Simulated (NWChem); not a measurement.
**Tetragonal strain in SiC (zincblende structure): splitting of valleys and valence bands**

Everything below was run with NWChem. Level: LDA (Vosko), Troullier-Martins pseudopotentials (valence charges C 4, Si 4), cutoff 35 Ha, shifted 4×4×4 mesh, two-atom cell, no spin-orbit coupling. The cubic cell (a = 4.317 Å, near this level's equilibrium) is stretched by 1 + δ along x and y and by (1 + δ)^−2 along z, at constant volume; symmetry keeps the atoms on their sites. The table gives the lowest empty level on the line to X along z less that along x, and the single valence level at Γ less the pair from which it splits.

```json
[
 {"δ": "-0.020", "ε_zz − ε_xx": "0.0612", "valley splitting (eV)": "0.571", "valence splitting (eV)": "-0.459"},
 {"δ": "-0.010", "ε_zz − ε_xx": "0.0303", "valley splitting (eV)": "0.284", "valence splitting (eV)": "-0.217"},
 {"δ": "-0.005", "ε_zz − ε_xx": "0.0151", "valley splitting (eV)": "0.142", "valence splitting (eV)": "-0.106"},
 {"δ": "0.005", "ε_zz − ε_xx": "-0.0149", "valley splitting (eV)": "-0.141", "valence splitting (eV)": "0.100"},
 {"δ": "0.010", "ε_zz − ε_xx": "-0.0297", "valley splitting (eV)": "?", "valence splitting (eV)": "?"},
 {"δ": "0.020", "ε_zz − ε_xx": "-0.0588", "valley splitting (eV)": "-0.560", "valence splitting (eV)": "0.370"}
]
```

Task: The valley splitting goes as Ξᵤ(ε_zz − ε_xx) and, without spin-orbit coupling, the valence splitting as 3b(ε_zz − ε_xx). Fit both through zero and predict the withheld row.

Result: Ξᵤ ≈ 9.4 eV and 3b ≈ -6.9 eV, so b ≈ -2.3 eV; the rows leave the lines by up to 0.038 eV. Predicted against computed: valley -0.280 against -0.281 eV, valence 0.206 against 0.195 eV.
